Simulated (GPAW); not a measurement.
The system is NiMoIrPdW.

```
Ni Mo Pd Ir W
1.0
     2.76616    0.00000    0.00000
    -1.38308    2.39557    0.00000
     0.00000    0.00000   11.02292
Ni Mo Pd Ir W
1 1 1 1 1
Direct
  0.33333 0.66667 0.59712
  0.00000 0.00000 0.41074
  0.66666 0.33334 0.79520
  0.66666 0.33334 0.19960
  0.33333 0.66667 0.99734
```

The cell was built by a generator and needn't be a form met in nature.

Base run:

- Program: GPAW 26.7.0
- Functional: AM05
- Potentials or basis: PAW data sets generated in the run's folder for this functional
- Cutoff: 600 eV
- Basis: pw
- k mesh: 8 × 8 × 2
- Occupations: fermi-dirac, width 0.05 eV
- Spin: collinear spin, ferromagnetic start
- Starting moments: [1.0, 1.0, 0.0, 0.6, 0.0] μB

Its results: pressure -10.4 GPa; net moment 0.00 μB per cell; largest force 0.141 eV/Å.

**Question.** The run is repeated on the same cell with these changes: functional from AM05 to PW91. What comes out?

**Answer.** Pressure 0.2 GPa; net moment 0.00 μB per cell; largest force 0.047 eV/Å.

PW91 binds less tightly than AM05, so the same cell stands under more pressure.

Caveats: the stock nickel data set gives pressures a few GPa off other programs.

Not every run made on this cell is shown here.
